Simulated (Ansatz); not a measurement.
# C3H7FSn: the cost of one run

The runs use Ansatz 0.2.0, Gaussian basis; the settings change from run to run.

## (1) The molecule

An earlier PBE0-D4 in a triple-zeta def2 set relaxation fixed the geometry. Sn takes a core potential in def2 sets; no spin-orbit term is included.

12 atoms, charge 0, spin multiplicity 1.

Atoms are counted from 1 here; the program's logs count them from 0.

Bond lengths: C1–C2 1.523 Å, C1–H6 1.094 Å, C1–H7 1.097 Å, C1–H8 1.095 Å, C2–C3 1.523 Å, C2–Sn4 2.201 Å, C2–H9 1.097 Å, C3–H10 1.097 Å, C3–H11 1.095 Å, C3–H12 1.094 Å, Sn4–F5 1.956 Å. Angles: C2–C1–H6 111.0°, C2–C1–H7 111.1°, C2–C1–H8 112.7°, H6–C1–H7 107.3°, H6–C1–H8 107.7°, H7–C1–H8 106.8°, C1–C2–C3 111.7°, C1–C2–Sn4 109.2°, C1–C2–H9 109.6°, C3–C2–Sn4 109.0°, C3–C2–H9 109.6°, Sn4–C2–H9 107.7°, C2–C3–H10 111.1°, C2–C3–H11 112.7°, C2–C3–H12 111.0°, H10–C3–H11 106.8°, H10–C3–H12 107.2°, H11–C3–H12 107.7° and more.

## (2) r2SCANh/def2-mTZVPP

This run has atoms shaken by 0.08 Å, a grid of angular degree 47, D4 dispersion, relativity set to none.

Input file in.yaml:

```yaml
crystal:
  periodic: [false, false, false]
  atoms:
    - {symbol: C, position_ang: [-0.568382, 0.438083, 1.153988]}
    - {symbol: C, position_ang: [-0.210949, -0.672352, 0.183809]}
    - {symbol: C, position_ang: [1.297913, -0.193629, -0.518412]}
    - {symbol: Sn, position_ang: [-1.603747, -0.643081, -1.541720]}
    - {symbol: F, position_ang: [-1.410776, 1.112671, -1.906110]}
    - {symbol: H, position_ang: [-0.762815, 1.403672, 0.757801]}
    - {symbol: H, position_ang: [0.053316, 0.482297, 1.990667]}
    - {symbol: H, position_ang: [-1.530710, 0.061599, 1.671330]}
    - {symbol: H, position_ang: [0.118802, -1.695144, 0.729901]}
    - {symbol: H, position_ang: [1.824950, -0.058867, 0.139818]}
    - {symbol: H, position_ang: [1.628461, -0.901908, -1.270613]}
    - {symbol: H, position_ang: [1.109318, 0.722311, -0.973287]}
basis:
  gaussian: {orbitals: def2-mTZVPP, final_grid: {core_spheres: 20, valence_spheres: 16, degree: 47}}
hamiltonian: {xc: {name: r2SCANh}, dispersion: d4, pseudopotentials: {relativity: none}}
```

Command:

```
ansatz run in.yaml --threads 4 --pin off --events-out ev --progress --plain --max-ram 10444MiB
```

**Question.** How long does this run take on 4 threads of Arm Neoverse V2, shared host, and how much memory does it need?

About 3.4 s, with a peak of 0.35 GiB.
